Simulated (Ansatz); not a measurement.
# NiO: starts and ends of a spin-polarised SCF

Method: DFT PBE+U, PAW, plane waves, scalar-relativistic; U − J = 6.9 eV on Ni d, in Ansatz 0.2.0.

## 1. The structure to begin with

Symmetry: Fm-3m, No. 225, cubic system. Conventional cell: a = 4.199 Å, b = 4.199 Å, c = 4.199 Å, α = 90.00°, β = 90.00°, γ = 90.00°. Ni (site symmetry m-3m) has 6 O at 2.10 Å as nearest neighbours. Around O (site symmetry m-3m) lie 6 Ni at 2.10 Å.

As a file:

```cif
data_structure
_symmetry_space_group_name_H-M 'Fm-3m'
_symmetry_Int_Tables_number 225
_cell_length_a 4.1986
_cell_length_b 4.1986
_cell_length_c 4.1986
_cell_angle_alpha 90.000
_cell_angle_beta 90.000
_cell_angle_gamma 90.000
_cell_volume 74.02
loop_
_atom_site_label
_atom_site_type_symbol
_atom_site_symmetry_multiplicity
_atom_site_Wyckoff_symbol
_atom_site_fract_x
_atom_site_fract_y
_atom_site_fract_z
_atom_site_occupancy
Ni1 Ni 4 a 0.00000 0.00000 0.00000 1
O1 O 4 b 0.00000 0.00000 0.50000 1
```

Atoms are counted from 1 in the order of input.yaml (O4 and so on).

First come: parallel moments, plain SCF; opposed moments +-, plain SCF; no spin polarisation; spin on, no moments given (the program may seed its own), plain SCF. Further starts follow from what these give.

A plain SCF has the search for lower states switched off and ends at the first converged state. Ends within 0.2 meV/atom and 0.1 μB count as one state.

Moments by site are taken inside atomic spheres; the rest lies between them.

## 2. Parallel moments, plain SCF

input.yaml

```yaml
crystal:
  lattice:
    - [0.0, 2.09932, 2.09932]
    - [2.09932, 0.0, 2.09932]
    - [4.19864, 4.19864, 0.0]
  atoms:
    - { symbol: Ni, position: [0.0, 0.0, 0.0], spin: 2.0 }
    - { symbol: Ni, position: [0.0, 0.0, 0.5], spin: 2.0 }
    - { symbol: O, position: [0.5, 0.5, 0.25] }
    - { symbol: O, position: [0.5, 0.5, 0.75] }
magnetization:
  spin_polarized: true
hamiltonian:
  xc: pbe
  pseudopotentials: { kind: paw }
  hubbard: { sites: [{ species: Ni, l: d, u_eff: 6.9 }] }
basis:
  ecutwfc: 420
kpoints:
  mp_grid: { grid: [8, 8, 4] }
scf:
  occupations: { method: fermi_dirac, width: 0.05 }
  lower_state_search: "off"
output:
  forces: true
  stress: true
```

Q: Estimate wall time and peak memory on 2 threads of an Arm CPU, shared host.

About 3.9 s, with a peak of 0.37 GiB.
